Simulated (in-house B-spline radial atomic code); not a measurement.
# Ni¹⁷⁺: starting-point dependence of G0W0 and RPA

Aim: see how far the highest quasi-particle level and the RPA correlation energy of Ni¹⁷⁺ depend on the orbitals that they are built on.

Method: RPA, second order, AC-SOSEX and G0W0 (contour deformation) on a non-relativistic mean field, all electrons; no spin-orbit coupling, Breit or QED terms. Code: an in-house B-spline radial atomic code, version 1.

## Step 1: What is computed

| Property | Result |
| --- | --- |
| element | nickel (Z = 28) |
| charge | +17 |
| electrons | 11 |
| configuration | [Ne] 3s1 |
| next ion, run as well | [He] 2s2 2p6 |
| Hamiltonian | non-relativistic, point nucleus |
| starts | Hartree-Fock, PBE, CAM-B3LYP, exchange-only LDA, r2SCAN0 |

The outer shells:

Ni17+
```
[Ne] core
3s [↑ ]
```

## Step 2: The run with the Hartree-Fock start

Settings, as recorded:

```ini
Z = 28
electrons = 11.0
configuration = [Ne] 3s1
hamiltonian = nr
method = hf
lmax = 9
spin_polarised = True
box_radius = 4.58
intervals = 46
```

On the command line:

```sh
$ python run_gw.py task.json out
```

The settings of every run stand in task.json; they run in order.

Further steps of the session: The run with the PBE start; The run with the CAM-B3LYP start; The run with the exchange-only LDA start; The run with the r2SCAN0 start.

What does the calculation give? Wanted: highest level, mean field; highest level, G0W0; RPA correlation energy; RPA+SOSEX.

As calculated:

| quantity | value |
| --- | --- |
| highest level, mean field (range over the runs) | -601.12 to -585.80 eV |
| highest level, G0W0 (range over the runs) | -604.11 to -603.37 eV |
| RPA correlation energy | -0.7145 to -0.6656 hartree |
| RPA+SOSEX | -0.4298 to -0.4111 hartree |
| semi-empirical ionisation energy (3s shell) | 607.02 eV (NIST Atomic Spectra Database, ionization energies) |
| G0W0 removal energy less that value | -3.65 to -2.91 eV |

**Reading.** G0W0 turns a spread of 15.3 eV among the starts into one of 0.74 eV, 4.9 % of it. On the semilocal starts the correction is downwards, 17 to 18 eV, since their self-interaction lifts occupied levels. RPA gives the most correlation on exchange-only LDA and the least on Hartree-Fock (6.8 % apart); over the runs it loosely follows the gap of the start, as smaller excitation energies give more correlation. All runs miss the semi-empirical ionisation energy, 607.02 eV, by about -3.22 eV (-0.53 %), far more than they differ among themselves. Relativity, left out here, binds an s electron more tightly: it works in the direction of closing this gap. Read as a removal energy, the bare PBE level is off by -19.6 eV (-3.2 %) and the nearest bare level, Hartree-Fock's, by -5.90 eV. As differences of total energies the mean miss over the starts is 4.7 eV for mean field, 4.0 eV for RPA, 5.4 eV for RPA+SOSEX.
